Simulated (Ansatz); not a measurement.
# Nb3Sn: further runs on the relaxed cell

An exercise on one series of results from a longer session: the logs are not shown, and one member is left open.

Method: DFT PBE, scalar-relativistic, plane waves, PAW, in Ansatz 0.2.0.

1 further run of the same task is left out (set aside as unsound or not needed).

### The structure to begin with

It takes space group Pm-3n (No. 223, cubic). Conventional cell: a = 5.319 Å, b = 5.319 Å, c = 5.319 Å, α = 90.00°, β = 90.00°, γ = 90.00°. Nb (site symmetry -4m2) has 2 Nb at 2.66 Å and 4 Sn at 2.97 Å as nearest neighbours. Around Sn (site symmetry m-3) lie 12 Nb at 2.97 Å.

As a file:

```xyz
8
Lattice="5.3191 0.0000 0.0000 0.0000 5.3191 0.0000 0.0000 0.0000 5.3191" Properties=species:S:1:pos:R:3 pbc="T T T"
Nb    1.3298    0.0000    2.6596
Nb    2.6596    3.9894    0.0000
Nb    3.9894    0.0000    2.6596
Nb    2.6596    1.3298    0.0000
Nb    0.0000    2.6596    3.9894
Nb    0.0000    2.6596    1.3298
Sn    0.0000    0.0000    0.0000
Sn    2.6596    2.6596    2.6596
```

It is the result of an earlier relaxation at this level (volume 18.81 Å³/atom; gap on the mesh: none (metal)).

Set-up of the first run:

Input file input.yaml:

```yaml
crystal:
  lattice:
    - [5.3191375836, 0.0, 0.0]
    - [0.0, 5.3191375836, 0.0]
    - [0.0, 0.0, 5.3191375836]
  atoms:
    - { symbol: Nb, position: [0.25, 0.0, 0.5] }
    - { symbol: Nb, position: [0.5, 0.75, 0.0] }
    - { symbol: Nb, position: [0.75, 0.0, 0.5] }
    - { symbol: Nb, position: [0.5, 0.25, 0.0] }
    - { symbol: Nb, position: [0.0, 0.5, 0.75] }
    - { symbol: Nb, position: [0.0, 0.5, 0.25] }
    - { symbol: Sn, position: [0.0, 0.0, 0.0] }
    - { symbol: Sn, position: [0.5, 0.5, 0.5] }
basis:
  ecutwfc: 420
kpoints:
  mp_grid: { grid: [8, 8, 8] }
  band_path:
    path:
      - [[0.0, 0.0, 0.0], [0.0, 0.5, 0.0], [0.5, 0.5, 0.0], [0.0, 0.0, 0.0], [0.5, 0.5, 0.5], [0.0, 0.5, 0.0]]
      - [[0.5, 0.5, 0.5], [0.5, 0.5, 0.0]]
    npoints: 14
hamiltonian:
  xc: pbe
scf:
  occupations: { method: gaussian, width: 0.1 }
  n_extra_bands: 20
output:
  forces: true
  stress: true
  eigenvalues: true
  populations: true
  dos: { projected: true, de: 0.02, nscf_kmesh: { grid: [12, 12, 12] } }
  bader: true
  write_density: true
  write_potential: true
  elf: true
  volumetric_format: npy
```

The run is started by

```bash
$ ansatz run input.yaml --threads 2 --pin off --max-ram 5120MiB --backend cpu --events-out ev --progress --plain --runs-dir out
```

Steps of the session up to this table: Static run: bands, density of states and charges; Volume × 0.97; The cell scaled to 1.03 of its volume; Volume × 0.94; The cell scaled to 1.06 of its volume.

One table of the session follows, with a row left open; its other results are not shown here.

It belongs to the step «Equation of state». 

```
volume (Å³/atom)  energy above the lowest point (meV/atom)  pressure (GPa)
          17.683                                      38.0           11.42
          18.248                                       9.0            5.26
          18.812                                       0.0            0.00
          19.376                                         ?               ?
          19.941                                      31.1           -8.36
```

**Question.** Estimate the row for volume (Å³/atom) = 19.376.

Worked estimate for «energy above the lowest point (meV/atom)». A straight line through the neighbours (18.812, 0.0) and (19.941, 31.1) gives 0.0 + (31.1 − 0.0) × (19.376 − 18.812) / (19.941 − 18.812) = 15.5; a parabola fitted to 3 rows on both sides gives 7.3.

**Answer.** energy above the lowest point (meV/atom): 8.2; pressure (GPa): -4.51. In «energy above the lowest point (meV/atom)» the line misses by +7.3 and the parabola by -0.9.
